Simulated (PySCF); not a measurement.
# SbO⁺ with other numerical set-ups

Which parts of the numerical set-up matter for SbO⁺? Each run edits the base script.

Program: PySCF 2.14.0. Level of theory: method and basis as typed in the scripts. These are calculated values, not measurements.

7 further runs of the same task are left out: 1 for a known fault of the program, 6 that didn't finish.

### Step 1. The starting structure

SbO⁺: 2 atoms, charge 1, spin multiplicity 1.

Bond lengths: Sb1–O2 1.962 Å.

### Step 2. The base run

input.py

```python
from pyscf import gto, scf, mp

mol = gto.M(
    atom='Sb 0 0 0; O 0 0 1.962',
    basis='x2c-svpall',
    charge=1,
    spin=0,
    verbose=4,
)
mf = scf.RHF(mol)
mf = mf.sfx2c1e()
mf.kernel()
mp.MP2(mf, frozen=19).kernel()
mf.dip_moment()
print('orbital energies (hartree):', mf.mo_energy[..., max(0, mol.nelec[1]-3):mol.nelec[0]+3].round(4))
```

The run is started by

```sh
OMP_NUM_THREADS=1 python input.py
```

The log of this run is left out.

It gives: E(SCF) = -6551.828146 Eh, 11 cycles, E(MP2) − E(SCF) = -0.36250 Eh.

The bond length is a typed value, not an optimised one. The dipole of an ion depends on the origin.

### Step 3. Spin-free X2C off

Run 1 changes spin-free X2C: on → off.

input.py

```python
from pyscf import gto, scf, mp

mol = gto.M(
    atom='Sb 0 0 0; O 0 0 1.962',
    basis='x2c-svpall',
    charge=1,
    spin=0,
    verbose=4,
)
mf = scf.RHF(mol)
mf.kernel()
mp.MP2(mf, frozen=19).kernel()
mf.dip_moment()
print('orbital energies (hartree):', mf.mo_energy[..., max(0, mol.nelec[1]-3):mol.nelec[0]+3].round(4))
```

The run is started by

```sh
OMP_NUM_THREADS=1 python input.py
```

### Step 4. Ano-rcc-vdzp

Run 2 changes basis set: x2c-svpall → ano-rcc-vdzp.

input.py: that of step 2 with these lines changed.

```diff
@@ -4,3 +4,3 @@
     atom='Sb 0 0 0; O 0 0 1.962',
-    basis='x2c-svpall',
+    basis='ano-rcc-vdzp',
     charge=1,
```

### Step 5. Cartesian functions on

Run 3 changes Cartesian functions: off → on.

input.py: that of step 2 with these lines changed.

```diff
@@ -7,2 +7,3 @@
     spin=0,
+    cart=True,
     verbose=4,
```

What does the calculation give? Wanted: for each run, E(SCF); from base; gap; after the SCF.

**Answer**, as computed:

```tsv
run	E(SCF) (hartree)	from base (eV)	cycles	gap (eV)	functions	after the SCF
base	-6551.828146	0	11	10.51	50	MP2 correlation -9.864 eV, core frozen
spin-free X2C off (poor choice)	-6236.200566	not comparable	11	10.56	50	MP2 correlation -9.736 eV, core frozen
ano-rcc-vdzp	-6552.451822	-16.9711	12	10.43	57	MP2 correlation -18.527 eV, core frozen
Cartesian functions on	-6551.842460	-0.3895	11	10.51	54	MP2 correlation -10.050 eV, core frozen
```

**Reading.** Of the runs whose energies can be compared, “ano-rcc-vdzp” moves the SCF energy most (-16.971 eV). ano-rcc-vdzp (57 functions) gives an energy 16.97 eV lower than x2c-svpall (50). The dearest run is “ano-rcc-vdzp”, at 7.1 s against 1.7 s. Rows marked «poor choice» come from settings spoiled on purpose.
